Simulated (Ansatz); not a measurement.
This script for a rigid scan of one bond length of CH4FOSi, SMILES C[Si](O)F with Ansatz 0.2.0, Python API holds a mistake.

Script `run_scan.py`:
```python
'''Potential curve of CH4FOSi along one bond.'''

import ansatz as az
from ase import Atoms
import matplotlib.pyplot as plt
import numpy as np

atoms = Atoms(['C', 'Si', 'O', 'F', 'H', 'H', 'H', 'H'], positions=[
    [-0.6451, 0.8229, -0.0184],
    [-0.229, -0.915, 0.1094],
    [1.1333, -1.1478, 0.9708],
    [0.1679, -1.4398, -1.3699],
    [0.1068, 1.4439, -0.5168],
    [-0.891, 1.3198, 0.9525],
    [-1.5694, 0.994, -0.6323],
    [2.0187, -1.135, 0.4489],
])
geometry = az.Crystal.molecule_from_ase(atoms)

symbols = [site.symbol for site in geometry.cartesian_sites]
start = np.array([site.position_ang for site in geometry.cartesian_sites])
axis = (start[7] - start[2]) / np.linalg.norm(start[7] - start[2])
moving = [7]
lengths, energies = [0.905, 0.946, 0.987, 1.028, 1.069, 1.11, 1.151, 1.213], []
for length in lengths:
    xyz = start.copy()
    xyz[moving] += (length - np.linalg.norm(start[7] - start[2])) * axis
    point = az.Crystal.molecule()
    for symbol, place in zip(symbols, xyz):
        point = point.atom(symbol, place.tolist())
    setup = (
        point.calculation()
        .basis(gaussian='cc-pVDZ')
        .functional('cam_b3lyp')
        .spin('collinear', total=1)
        .stress()
    )
    r = setup.run().report
    energies.append(r['free_energy_ev'])
    print(f'r = {length:6.3f} A  E = {energies[-1]:.5f} eV  <S^2> = {abs(r["mean_field"]["state"]["spin_squared"]):.3f}')

# quartic fit about the minimum
fit = np.polynomial.Polynomial.fit(lengths, np.array(energies) - min(energies), 4).convert()
roots = [r.real for r in fit.deriv().roots() if abs(r.imag) < 1e-9 and fit.deriv(2)(r.real) > 0]
r_e = min(roots, key=lambda r: abs(r - lengths[int(np.argmin(energies))]))
print(f'minimum of the fit at {r_e:.4f} A, force constant {fit.deriv(2)(r_e):.2f} eV/A^2')
plt.figure(figsize=(4.5, 3))
plt.plot(lengths, np.array(energies) - min(energies), 'o-')
plt.xlabel('bond length (A)')
plt.ylabel('E - E(min) (eV)')
plt.tight_layout()
plt.savefig('scan.png', dpi=100)
```

```console
$ python run_scan.py
Traceback (most recent call last):
  File "run_scan.py", line 38, in <module>
    r = setup.run().report
        ~~~~~~~~~^^
  ...
ansatz.RefusalError: invalid value for `basis.gaussian`: such a run doesn't read output.stress; remove what it names
$ echo $?
1
```
(Library frames cut from the traceback.)

What is wrong, and how is it mended?

The fault: a molecule has no stress. The correction:

```diff
--- before
+++ after
@@ -35,3 +35,2 @@
         .spin('collinear', total=1)
-        .stress()
     )
```

With that change:

```console
$ python run_scan.py
r =  0.905 A  E = -13743.12296 eV  <S^2> = 0.751
r =  0.946 A  E = -13743.22495 eV  <S^2> = 0.751
r =  0.987 A  E = -13743.22645 eV  <S^2> = 0.751
r =  1.028 A  E = -13743.15230 eV  <S^2> = 0.752
r =  1.069 A  E = -13743.02175 eV  <S^2> = 0.752
r =  1.110 A  E = -13742.84974 eV  <S^2> = 0.752
r =  1.151 A  E = -13742.64791 eV  <S^2> = 0.752
r =  1.213 A  E = -13742.30573 eV  <S^2> = 0.752
minimum of the fit at 0.9670 A, force constant 51.61 eV/A^2
```

Caveats:
- Total energies depend on the basis set; only differences at equal settings carry meaning.
- The rest of the molecule is held rigid at a force-field or estimated start geometry, and the basis set is modest; single-reference methods fail as a bond breaks.
- The species is open-shell (spin multiplicity 2).
- Timing: 34 s on 1 thread of Arm Neoverse V2, on a shared host, peak memory 0.32 GiB.
